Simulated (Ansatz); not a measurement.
# HfB5: the cost of one run

Computed with Ansatz 0.2.0 (DFT PBE, scalar-relativistic, plane waves, PAW, unless a step's input says otherwise).

**1. The structure to begin with**

Symmetry: P4/mmm, No. 123, tetragonal system. The conventional cell has a = 3.484 Å, b = 3.484 Å, c = 4.672 Å, α = 90.00°, β = 90.00°, γ = 90.00°. Hf (site symmetry 4/mmm) is surrounded by 2 B at 2.34 Å. B (site symmetry m2m) is surrounded by 3 B at 1.41 to 1.47 Å. B (site symmetry 4/mmm) is surrounded by 4 B at 1.47 Å.

As a file:

```
CELL_PARAMETERS angstrom
3.48393 0.00000 0.00000
0.00000 3.48393 0.00000
0.00000 0.00000 4.67216
ATOMIC_POSITIONS crystal
Hf 0.50000 0.50000 0.00000
B 0.20217 0.20217 0.50000
B 0.79783 0.79783 0.50000
B 0.20217 0.79783 0.50000
B 0.79783 0.20217 0.50000
B 0.50000 0.50000 0.50000
```

A structure generator made this guess: random cell by space group and Wyckoff sites (P4/mmm, No. 123). Lengths come from tabulated atomic sizes and are only a guess.

**2. A first look at the guess**

input.yaml

```yaml
crystal:
  lattice:
    - [3.48393097, 0.0, 0.0]
    - [0.0, 3.48393097, 0.0]
    - [0.0, 0.0, 4.67216352]
  atoms:
    - { symbol: Hf, position: [0.5, 0.5, 0.0] }
    - { symbol: B, position: [0.20216885, 0.20216885, 0.5] }
    - { symbol: B, position: [0.79783115, 0.79783115, 0.5] }
    - { symbol: B, position: [0.20216885, 0.79783115, 0.5] }
    - { symbol: B, position: [0.79783115, 0.20216885, 0.5] }
    - { symbol: B, position: [0.5, 0.5, 0.5] }
basis:
  ecutwfc: 420
kpoints:
  mp_grid: { grid: [6, 6, 4] }
hamiltonian:
  xc: pbe
scf:
  occupations: { method: gaussian, width: 0.1 }
  lower_state_search: "off"
output:
  forces: true
  stress: true
  eigenvalues: true
```

Run with:

```sh
ansatz run input.yaml --threads 1 --pin off --max-ram 2560MiB --backend cpu --events-out ev --progress --plain --runs-dir out
```

Q: Estimate wall time and peak memory on 1 thread of Intel Xeon Platinum 8488C (Sapphire Rapids), shared host.

About 2.5 s, with a peak of 0.4 GiB.
